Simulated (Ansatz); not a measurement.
Predict the output of the script below (the Python package of Ansatz (0.2.0)).

`drho.py`
```python
import ansatz
import numpy as np

VECTORS = np.array([
    [-1.9991, 2.43504, 2.72057],
    [1.9991, -2.43504, 2.72057],
    [1.9991, 2.43504, -2.72057],
])
SITES = [
    ("La", (0.0, 0.0, 0.0)),
    ("C", (0.63322, 0.5, 0.13322)),
    ("C", (0.36678, 0.5, 0.86678)),
]


def on_lattice(cell):
    crystal = ansatz.Crystal(lattice=ansatz.Lattice.of(cell))
    for symbol, position in SITES:
        crystal = crystal.atom(symbol, position)
    return crystal


def main() -> None:
    def solve(crystal):
        return (
            crystal.calculation()
            .scf(tolerance=1e-10)
            .functional("lda")
            .occupations("cold")
            .basis(460, grid_basis="typed")
            .kpoints(9, 9, 9)
            .density()
            .run(threads=1)
        )


    whole = solve(on_lattice(VECTORS))
    difference = whole.density().channels[0].density_e_per_ang3.copy()
    binding = whole.report["free_energy_ev"]
    for element in ["La", "C"]:
        part = ansatz.Crystal(lattice=ansatz.Lattice.of(VECTORS))
        for symbol, position in SITES:
            if symbol == element:
                part = part.atom(symbol, position)
        alone = solve(part)
        difference -= alone.density().channels[0].density_e_per_ang3
        binding -= alone.report["free_energy_ev"]
        print(f"{element} sublattice: {alone.report['n_electrons']:g} electrons, {alone.report['n_iterations']} iterations")

    voxel = abs(np.linalg.det(VECTORS)) / difference.size
    print(f"energy of the crystal less its unpolarised sublattices: {binding / len(SITES):.4f} eV/atom")
    print(f"net charge of the difference {difference.sum() * voxel:.5f} e, charge rearranged {0.5 * np.abs(difference).sum() * voxel:.3f} e")
    print(f"extremes {difference.min():.4f} and {difference.max():.4f} e/A^3")
    for (symbol, position) in SITES:
        index = tuple(int(round(p * n)) % n for p, n in zip(position, difference.shape))
        print(f"  change of the pseudo-density at the grid point nearest {symbol}: {difference[index]:+.4f} e/A^3")
    profile = difference.mean(axis=(0, 1))
    print("planar mean along the third vector:", np.round(profile[:: max(len(profile) // 12, 1)], 4))


if __name__ == "__main__":
    main()
```

Running `python drho.py` prints:
```text
La sublattice: 11 electrons, 8 iterations
C sublattice: 8 electrons, 10 iterations
energy of the crystal less its unpolarised sublattices: -3.5705 eV/atom
net charge of the difference -0.00000 e, charge rearranged 0.682 e
extremes -0.1763 and 0.4101 e/A^3
  change of the pseudo-density at the grid point nearest La: +0.0362 e/A^3
  change of the pseudo-density at the grid point nearest C: +0.1111 e/A^3
  change of the pseudo-density at the grid point nearest C: +0.1111 e/A^3
planar mean along the third vector: [ 0.0093  0.0104  0.0095  0.0038 -0.002  -0.0062 -0.0092 -0.0109 -0.0109
 -0.0092 -0.0062 -0.002   0.0038  0.0095  0.0104]
```

Notes:
- The fields are valence quantities on the plane-wave grid; their values near the nuclei depend on the potentials.
- The structure comes from a database of computed cells and needn't be a stable or known phase.
- Charge moved counts every rearrangement, bonding and polarisation too, and is no transfer between atoms; the bare sublattices are artificial references. Values near the nuclei depend on the potentials.
- Timing: 12 s on 1 thread of Arm Neoverse V2, on a shared host, peak memory 0.44 GiB.
